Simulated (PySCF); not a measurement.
# NaZn⁻ at other levels of theory

Aim: see what other levels and later steps give for NaZn⁻.

Program: PySCF 2.14.0. Level of theory: each script names its method and basis. These are calculated values, not measurements.

**1. Where the work starts**

NaZn⁻: 2 atoms, charge -1, spin multiplicity 1.

Bond lengths: Na1–Zn2 2.579 Å.

**2. The run that the others are compared with**

input.py reads:

```python
from pyscf import gto, scf

mol = gto.M(
    atom='Na 0 0 0; Zn 0 0 2.579',
    basis='6-31g*',
    charge=-1,
    spin=0,
    verbose=4,
)
mf = scf.RHF(mol)
mf.kernel()
mf.dip_moment()
print('orbital energies (hartree):', mf.mo_energy[..., max(0, mol.nelec[1]-3):mol.nelec[0]+3].round(4))
```

Run with:

```
$ OMP_NUM_THREADS=1 python input.py
```

The log of this run is left out.

In short: E(SCF) = -1939.289161 Eh, 10 cycles.

The bond length is a typed value, not an optimised one. The dipole of an ion depends on the origin.

**3. MP2**

Variant 1 changes step after the SCF: none → mp2; frozen orbitals: none → 6.

input.py reads:

```python
from pyscf import gto, scf, mp

mol = gto.M(
    atom='Na 0 0 0; Zn 0 0 2.579',
    basis='6-31g*',
    charge=-1,
    spin=0,
    verbose=4,
)
mf = scf.RHF(mol)
mf.kernel()
mp.MP2(mf, frozen=6).kernel()
mf.dip_moment()
print('orbital energies (hartree):', mf.mo_energy[..., max(0, mol.nelec[1]-3):mol.nelec[0]+3].round(4))
```

Run with:

```
$ OMP_NUM_THREADS=1 python input.py
```

**4. CASSCF**

Variant 2 changes step after the SCF: none → casscf; active space: none → 6 electrons in 6 orbitals.

Edit input.py of step 2 so:

```diff
@@ -1,2 +1,2 @@
-from pyscf import gto, scf
+from pyscf import gto, scf, mcscf
 
@@ -11,2 +11,5 @@
 mf.kernel()
+mc = mcscf.CASSCF(mf, 6, 6)
+mc.kernel()
+mc.analyze()
 mf.dip_moment()
```

**5. Revpbe (RKS)**

Variant 3 changes functional: none (Hartree–Fock) → revpbe; SCF type: RHF → RKS; step after the SCF: none → analyze.

input.py reads:

```python
from pyscf import gto, dft

mol = gto.M(
    atom='Na 0 0 0; Zn 0 0 2.579',
    basis='6-31g*',
    charge=-1,
    spin=0,
    verbose=4,
)
mf = dft.RKS(mol, xc='revpbe')
mf.kernel()
mf.analyze()
print('orbital energies (hartree):', mf.mo_energy[..., max(0, mol.nelec[1]-3):mol.nelec[0]+3].round(4))
```

**6. Geometry optimisation**

Variant 4 changes step after the SCF: none → optimize.

input.py reads:

```python
from pyscf import gto, scf
from pyscf.geomopt.geometric_solver import optimize

mol = gto.M(
    atom='Na 0 0 0; Zn 0 0 2.579',
    basis='6-31g*',
    charge=-1,
    spin=0,
    verbose=4,
)
mf = scf.RHF(mol)
mf.kernel()
mol_eq = optimize(mf, maxsteps=30)
print('optimised geometry (angstrom)')
print(mol_eq.tostring('raw'))
print('orbital energies (hartree):', mf.mo_energy[..., max(0, mol.nelec[1]-3):mol.nelec[0]+3].round(4))
```

Q: Predict the outcome of this session. Wanted: for each run, E(SCF); from base; gap; after the SCF.

**Answer**, as computed:

```
                  run  E(SCF) (hartree)  from base (eV)  cycles  gap (eV)                           after the SCF
                 base      -1939.289161               0      10      3.84                                     n/a
                  MP2      -1939.289161          0.0000      10      3.84  MP2 correlation -8.717 eV, core frozen
               CASSCF      -1939.289161          0.0000      10      3.84            CASSCF correlation -0.814 eV
         revpbe (RKS)      -1941.153736  not comparable      10      0.59                                     n/a
geometry optimisation      -1939.289161          0.0000      10      3.84                 bond 5.068 Å, -0.595 eV
```

SCF columns refer to the geometry typed in the script.

What this shows: The highest filled level of this anion is positive: the basis lacks diffuse functions or the electron is not bound, so these numbers hang on the basis. Total energies of different functionals can't be compared with each other; differences within one functional can. The dearest run is “geometry optimisation”, at 29 s against 0.93 s.
